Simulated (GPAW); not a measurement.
# CH3BF2 (SMILES BC(F)F): PBE/real-space grid (scalar-relativistic datasets)

Wanted: ionisation energies of CH3BF2. The job is set up through an ASE script.

The calculation is run with GPAW 26.7.0.

3 further runs of the same task are left out: 3 set aside as unsound or not needed. Runs told in other sessions of the task aren't counted.

## 1. The structure to begin with

The species is CH3BF2 (7 atoms), meant as a singlet with charge 0. As SMILES, `BC(F)F`. The shape is that of a GFN2-xTB optimisation.

Bond lengths: B1–C2 1.584 Å, C2–F3 1.365 Å, C2–F4 1.365 Å, B1–H5 1.163 Å, B1–H6 1.162 Å, C2–H7 1.112 Å. Angles: B1–C2–F3 115.7°, B1–C2–F4 115.7°, F3–C2–F4 105.4°, B1–C2–H7 107.6°, F3–C2–H7 105.8°, F4–C2–H7 105.8°, C2–B1–H5 118.3°, C2–B1–H6 118.3°, H5–B1–H6 123.4°.

## 2. Ionisation energies at PBE/real-space grid (scalar-relativistic datasets)

Input file ipea.py:

```python
from ase import Atoms
from gpaw import GPAW

atoms = Atoms('BCFFHHH',
    positions=[[ -0.508870,   0.814020,  -0.099110],
               [  0.332630,  -0.518720,   0.059890],
               [  0.600200,  -0.900960,   1.342620],
               [ -0.190530,  -1.624720,  -0.545440],
               [ -1.149090,   0.949330,  -1.060240],
               [ -0.406440,   1.631330,   0.721190],
               [  1.322090,  -0.350280,  -0.418890]])
atoms.center(vacuum=4.5)

energies = {}
for name, charge, unpaired in [('neutral', 0, 0), ('oxidised', 1, 1)]:
    atoms.set_initial_magnetic_moments([unpaired / len(atoms)] * len(atoms))
    calc = GPAW(mode='fd',
                h=0.25,
                xc='PBE',
                charge=charge,
                occupations={'name': 'fermi-dirac', 'width': 0.0, 'fixmagmom': unpaired > 0},
                maxiter=100,
                symmetry='off',
                txt='-')
    atoms.calc = calc
    energies[name] = atoms.get_potential_energy()
    print(f'{name:10} {energies[name]:12.5f} eV')

ip = energies['oxidised'] - energies['neutral']
print(f'Vertical IP = {ip:.3f} eV')
```

On the command line:

```bash
$ python ipea.py > ipea.log
```

Q: Predict the results. Wanted: first ionisation energy.

Answer, from the run:

At PBE/real-space grid (scalar-relativistic datasets):

| quantity | value |
| --- | --- |
| first ionisation energy | 11.37 eV |
